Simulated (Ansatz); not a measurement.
TaN, space group P-6m2: an equation of state with a fit, run with Ansatz's Python interface.

Script `eos.py`:
```python
from dataclasses import dataclass
import warnings

import ansatz as az
from ase.eos import EquationOfState
from ase.units import GPa
import numpy as np


@dataclass(frozen=True)
class RunConfig:
    xc: str = "pbesol"
    occupations: str = "fermi_dirac"
    beta: float = 0.1
    tolerance: float = 1e-09
    kgrid: tuple[int, ...] = (9, 9, 8)


cfg = RunConfig()

vectors0 = np.array([
    [2.938, 0.0, 0.0],
    [-1.469, 2.544383, 0.0],
    [0.0, 0.0, 2.883],
])
sites = [
    ("Ta", [1 / 3, 2 / 3, 0.5]),
    ("N", [0.0, 0.0, 0.0]),
]


def crystal_on(cell):
    crystal = az.Crystal(lattice=az.Lattice.of(cell))
    for symbol, position in sites:
        crystal = crystal.atom(symbol, position)
    return crystal

warnings.simplefilter("ignore", az.DeckWarning)

volumes, energies, pressures = [], [], []
for scale in np.linspace(0.88, 1.12, 7):
    cell = vectors0 * scale ** (1 / 3)
    setup = (
        crystal_on(cell).calculation()
        .functional(cfg.xc)
        .pseudopotentials("nc")
        .occupations(cfg.occupations, width=100 * az.meV)
        .mixing("broyden", beta=cfg.beta)
        .scf(tolerance=cfg.tolerance)
        .kpoints(*cfg.kgrid)
        .stress()
    )
    report = setup.run(threads=1).report
    volumes.append(abs(np.linalg.det(cell)) / len(sites))
    energies.append(report["free_energy_ev"] / len(sites))
    pressures.append(np.trace(report["stress_gpa"]) / 3)
    print(f"V = {volumes[-1]:8.4f} A^3/atom  F = {energies[-1]:.5f} eV/atom  P = {pressures[-1]:8.3f} GPa")

eos = EquationOfState(volumes, energies, eos="murnaghan")
v0, e0, bulk = eos.fit()
print(f"V0 = {v0:.4f} A^3/atom, E0 = {e0:.5f} eV/atom, B = {bulk / GPa:.1f} GPa")
```

Its results, one of them left out:

| V (Å³/atom) | F less the lowest row shown (meV/atom) |
| --- | --- |
| 9.483 | ? |
| 9.914 | 57.11 |
| 10.345 | 5.86 |
| 10.776 | 0.00 |
| 11.207 | 30.74 |
| 11.638 | 90.97 |
| 12.069 | 174.90 |

What is the missing energy at 9.483 Å³ an atom?

A third-order Birch-Murnaghan fit, E = E0 + (9 V0 B0 / 16) [(t - 1)³ B' + (t - 1)² (6 - 4t)] with t = (V0/V)^(2/3), through the 6 rows shown gives V0 = 10.619 Å³, B0 = 360.8 GPa, B' = 4.34 and E0 = -2.52 meV. At V = 9.483 Å³, t = 1.07838, and the fit extrapolates to 164.99 meV. The run gave 164.67 meV, a miss of 0.32 meV.

These settings explore the input space; cutoff and mesh may be short of convergence. Spin is left out of this run. Shape and fractional positions are held along the curve, so the bulk modulus is an upper value where they are free to relax. The mesh is modest for a metal, so energies can be off by several to tens of meV an atom and pressures by half a GPa or more; differences at equal mesh fare better. The program warned that this SCF threshold is loose for forces or stresses. Pressure is positive in compression. Spin-orbit coupling, which matters for elements this heavy, is left out. At these settings the cell as given stands under about -5 GPa, so it isn't at this functional's equilibrium volume. The starting cell is as deposited in a crystallographic database; the results hold for this polymorph, which needn't be the stable one. The script silences the warnings on its input, which a real study should read. Hardware and time: 70 s on 1 thread of Arm Neoverse V1, with other jobs on the host, peak memory 0.42 GiB.
